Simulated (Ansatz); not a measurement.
Relaxation of a periodic cell of 63 atoms, Si₆₂B (host Si, host structure diamond, dopant B, one Si atom removed), cell charge +2, to a largest force component of 0.03 eV/Å in at most 60 steps.

All numbers below come from DFT LDA, scalar-relativistic, plane waves, PAW in Ansatz. Settings: PAW set soft_1, cutoff 420 eV, k mesh 1x1x1, fermi-dirac smearing 0.05 eV, spin collinear.

```xyz
63
Lattice="10.8600 0.0000 0.0000 0.0000 10.8600 0.0000 0.0000 0.0000 10.8600" Properties=species:S:1:pos:R:3
Si 5.430 0.000 0.000
Si 6.787 1.357 1.357
Si 8.145 2.715 0.000
Si 9.502 4.072 1.357
B 9.502 -1.357 1.357
Si 9.502 1.357 4.072
Si 0.000 0.000 0.000
Si 1.357 1.357 1.357
Si 2.715 2.715 0.000
Si 4.072 4.072 1.357
Si 5.430 5.430 0.000
Si 6.787 6.787 1.357
Si 8.145 8.145 0.000
Si 2.715 0.000 2.715
Si 4.072 1.357 4.072
Si 5.430 2.715 2.715
Si 6.787 4.072 4.072
Si 8.145 5.430 2.715
Si 9.502 6.787 4.072
Si 5.430 0.000 5.430
Si 6.787 1.357 6.787
Si 8.145 2.715 5.430
Si 9.502 4.072 6.787
Si 8.145 0.000 8.145
Si 9.502 1.357 9.502
Si 0.000 5.430 0.000
Si 1.357 6.787 1.357
Si 2.715 8.145 0.000
Si 4.072 9.502 1.357
Si 0.000 2.715 2.715
Si 1.357 4.072 4.072
Si 2.715 5.430 2.715
Si 4.072 6.787 4.072
Si 5.430 8.145 2.715
Si 6.787 9.502 4.072
Si 0.000 0.000 5.430
Si 1.357 1.357 6.787
Si 2.715 2.715 5.430
Si 4.072 4.072 6.787
Si 5.430 5.430 5.430
Si 6.787 6.787 6.787
Si 8.145 8.145 5.430
Si 9.502 9.502 6.787
Si 2.715 0.000 8.145
Si 4.072 1.357 9.502
Si 5.430 2.715 8.145
Si 6.787 4.072 9.502
Si 8.145 5.430 8.145
Si 9.502 6.787 9.502
Si 0.000 8.145 2.715
Si 1.357 9.502 4.072
Si 0.000 5.430 5.430
Si 1.357 6.787 6.787
Si 2.715 8.145 5.430
Si 4.072 9.502 6.787
Si 0.000 2.715 8.145
Si 1.357 4.072 9.502
Si 2.715 5.430 8.145
Si 4.072 6.787 9.502
Si 5.430 8.145 8.145
Si 6.787 9.502 9.502
Si 0.000 8.145 8.145
Si 1.357 9.502 9.502
```

Where does it end, and by what steps?

The run converged. Limits of this set-up: coarse k mesh, PAW files made for another functional, a typed lattice constant that wasn't relaxed here, charged cell in a uniform background, uncorrected. After 4 steps the energy has fallen by 1.605 eV; B5 moved furthest, 0.55 Å.

```csv
step,energy less start (eV),largest force component (eV/Å),accepted
0,0.0000,1.475,yes
1,-0.9913,0.984,yes
2,-1.5392,0.273,yes
3,-1.6013,0.049,yes
4,-1.6048,0.026,yes
```

```xyz
63
Lattice="10.8600 0.0000 0.0000 0.0000 10.8600 0.0000 0.0000 0.0000 10.8600" Properties=species:S:1:pos:R:3
Si 5.453 -0.024 0.025
Si 6.725 1.420 1.352
Si 8.169 2.692 0.025
Si 9.502 4.086 1.358
B 9.819 -1.674 1.041
Si 9.508 1.420 4.135
Si -0.106 -0.156 0.106
Si 1.310 1.298 1.346
Si 2.695 2.690 0.017
Si 4.062 4.083 1.346
Si 5.455 5.450 0.017
Si 6.847 6.835 1.346
Si 8.301 8.251 0.106
Si 2.705 0.002 2.717
Si 4.046 1.368 4.083
Si 5.411 2.734 2.747
Si 6.777 4.099 4.083
Si 8.143 5.440 2.717
Si 9.514 6.835 4.013
Si 5.411 0.032 5.449
Si 6.777 1.368 6.814
Si 8.113 2.734 5.449
Si 9.514 4.083 6.798
Si 8.143 0.002 8.155
Si 9.514 1.298 9.550
Si 0.011 5.424 -0.011
Si 1.345 6.800 1.342
Si 2.721 8.134 -0.011
Si 4.059 9.503 1.358
Si -0.025 2.692 2.691
Si 1.339 4.067 4.078
Si 2.704 5.441 2.713
Si 4.078 6.806 4.078
Si 5.453 8.170 2.691
Si 6.725 9.497 4.135
Si -0.025 -0.024 5.407
Si 1.339 1.363 6.782
Si 2.697 2.723 5.438
Si 4.069 4.076 6.791
Si 5.422 5.448 5.438
Si 6.782 6.806 6.782
Si 8.169 8.170 5.407
Si 9.502 9.503 6.801
Si 2.704 -0.002 8.156
Si 4.078 1.363 9.521
Si 5.422 2.723 8.163
Si 6.782 4.067 9.521
Si 8.147 5.441 8.156
Si 9.518 6.800 9.515
Si -0.106 8.251 2.559
Si 1.310 9.491 4.013
Si -0.017 5.450 5.405
Si 1.360 6.785 6.770
Si 2.695 8.162 5.405
Si 4.062 9.491 6.798
Si -0.017 2.690 8.165
Si 1.360 4.055 9.500
Si 2.715 5.430 8.145
Si 4.090 6.785 9.500
Si 5.455 8.162 8.165
Si 6.847 9.491 9.550
Si 0.011 8.134 8.139
Si 1.345 9.487 9.515
```

Whether the end is a true minimum wasn't checked by a vibrational analysis.

The run took 14 s on 4 threads of AMD EPYC 9R45 96-Core Processor (Zen 5), with other jobs on the host, peak memory 1.5 GiB.
